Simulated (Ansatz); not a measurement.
# BBrH₂S (SMILES SBBr): energies and forces away from the minimum

One table from this session's results is given with a row withheld; the runs are named, their logs left out.

Program: Ansatz 0.2.0, Gaussian basis. Level of theory: single points with forces in def2-TZVPP. These are calculated values, not measurements.

Levels: PBE-D4, r2SCAN-D4, PBE0-D4, wB97M-V, Hartree-Fock, MP2, CCSD, CCSD(T). Each coordinate is moved by a Gaussian draw of the width named (0.7 of it for atoms other than hydrogen): 0.06, 0.04, 0.12, 0.02 Å.

Cores are frozen in the correlated methods. Filled d shells of the heavier atoms are correlated.

11 further runs of the same task are left out: 11 set aside as unsound or not needed.

**Where the work starts**

The minimum, relaxed at PBE0-D4: SMILES `SBBr`, 5 atoms, charge 0, spin multiplicity 1.

Atoms are counted from 1 here; the program's logs count them from 0.

Bond lengths: S1–B2 1.773 Å, S1–H4 1.344 Å, B2–Br3 1.907 Å, B2–H5 1.187 Å. Angles: B2–S1–H4 96.3°, S1–B2–Br3 118.5°, S1–B2–H5 122.7°, Br3–B2–H5 118.8°.

Geometry (Å):

```xyz
5
charge 0, multiplicity 1
S    -1.3121   -0.0432   -0.2861
B     0.4037   -0.1652    0.1447
Br    1.0209   -1.7613    0.9852
H    -1.2443    1.1902   -0.8161
H     1.1818    0.7059   -0.0690
```

Energies of the minimum (eV), from earlier single points: PBE-D4 -81576.46629, r2SCAN-D4 -81591.15457, PBE0-D4 -81579.96147, B3LYP-D4 -81594.32432, wB97M-V -81587.80215, CCSD(T) -81538.52804.

Set-up of the first run:

Contents of ccsdt-tzvpp/in.yaml:

```yaml
crystal:
  periodic: [false, false, false]
  atoms:
    - {symbol: S, position_ang: [-1.274746, -0.011144, -0.307684]}
    - {symbol: B, position_ang: [0.388130, -0.203408, 0.073617]}
    - {symbol: Br, position_ang: [0.971676, -1.837702, 0.997313]}
    - {symbol: H, position_ang: [-1.324859, 1.173165, -0.789032]}
    - {symbol: H, position_ang: [1.235428, 0.686718, -0.030293]}
basis:
  gaussian: {orbitals: def2-TZVPP}
correlation: {method: ccsd_t}
output: {forces: true}
```

No record of the launch command was kept for these runs.

Steps of the session up to this table: Structure 1, width 0.06 Å; Structure 2, width 0.04 Å; Structure 3, width 0.12 Å; Structure 4, width 0.02 Å.

One of the session's tables, all rows but one given; the rest of the session is left out.

```
   method  RMS force component (eV/Å)  angle to CCSD(T) forces (°)  dipole (D)
   PBE-D4                           ?                            ?           ?
r2SCAN-D4                       0.142                         28.8        1.67
  PBE0-D4                       0.174                         34.7        1.69
  wB97M-V                       0.118                         30.1        1.70
  CCSD(T)                       0.141                    reference        1.69
```

**Question.** Estimate the row for PBE-D4.

As computed: RMS force component (eV/Å): 0.208; angle to CCSD(T) forces (°): 50.7; dipole (D): 1.56. In the column «RMS force component (eV/Å)» it is the highest.
